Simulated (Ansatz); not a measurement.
# CrPdN2: the cost of one run

Computed with Ansatz 0.2.0 (DFT PBE, scalar-relativistic, plane waves, PAW, unless a step names another level, unless a step's input says otherwise).

4 further runs of the same task are left out: 1 that didn't finish, 3 set aside as unsound or not needed.

## (1) The structure to begin with

It takes space group R-3m (No. 166, trigonal). Conventional cell: a = 2.778 Å, b = 2.778 Å, c = 18.602 Å, α = 90.00°, β = 90.00°, γ = 120.00°. Cr (site symmetry -3m) is surrounded by 6 N at 1.95 Å. Around Pd (site symmetry -3m) lie 2 N at 1.98 Å. N (site symmetry 3m) has 3 Cr at 1.95 Å and 1 Pd at 1.98 Å as nearest neighbours.

As a file:

```
Cr Pd N
1.0
     1.38896    0.80192    6.20062
    -1.38896    0.80192    6.20062
     0.00000   -1.60383    6.20062
Cr Pd N
1 1 2
Direct
  0.00000 0.00000 0.00000
  0.50000 0.50000 0.50000
  0.39332 0.39332 0.39332
  0.60668 0.60668 0.60668
```

It came out lowest among 24 distinct ends of the trial cells. At a tolerance of 0.05 Å it has space group R-3m (No. 166). Site moments: 0.7 0.0 -0.1 -0.1 μB.

## (2) Tight relaxation for the response runs, on the response runs' mesh and smearing

Input file input.yaml:

```yaml
crystal:
  lattice:
    - [1.3889602408, 0.8019165689, 6.2006160177]
    - [-1.3889602408, 0.8019165689, 6.2006160177]
    - [0.0, -1.6038331378, 6.2006160177]
  atoms:
    - { symbol: Cr, position: [0.0, 0.0, 0.0], spin: 0.73 }
    - { symbol: Pd, position: [0.5, 0.5, 0.5] }
    - { symbol: "N", position: [0.393322156, 0.393322156, 0.393322156] }
    - { symbol: "N", position: [0.606677844, 0.606677844, 0.606677844] }
basis:
  ecutwfc: 420
kpoints:
  mp_grid: { grid: [12, 12, 12] }
hamiltonian:
  xc: pbe
scf:
  occupations: { method: gaussian, width: 0.1 }
output:
  forces: true
  stress: true
  eigenvalues: true
  populations: true
magnetization:
  spin_polarized: true
relax:
  adjacent_minimum: "off"
  f_tol: 0.001
  max_steps: 60
  cell: { stress_tol: 0.01 }
```

On the command line:

```console
$ ansatz run input.yaml --threads 3 --pin off --max-ram 7680MiB --backend cpu --events-out ev --progress --plain --runs-dir out
```

What time and memory should one allow on 3 threads of Arm Neoverse V2, shared host?

About 38 s, with a peak of 0.6 GiB.
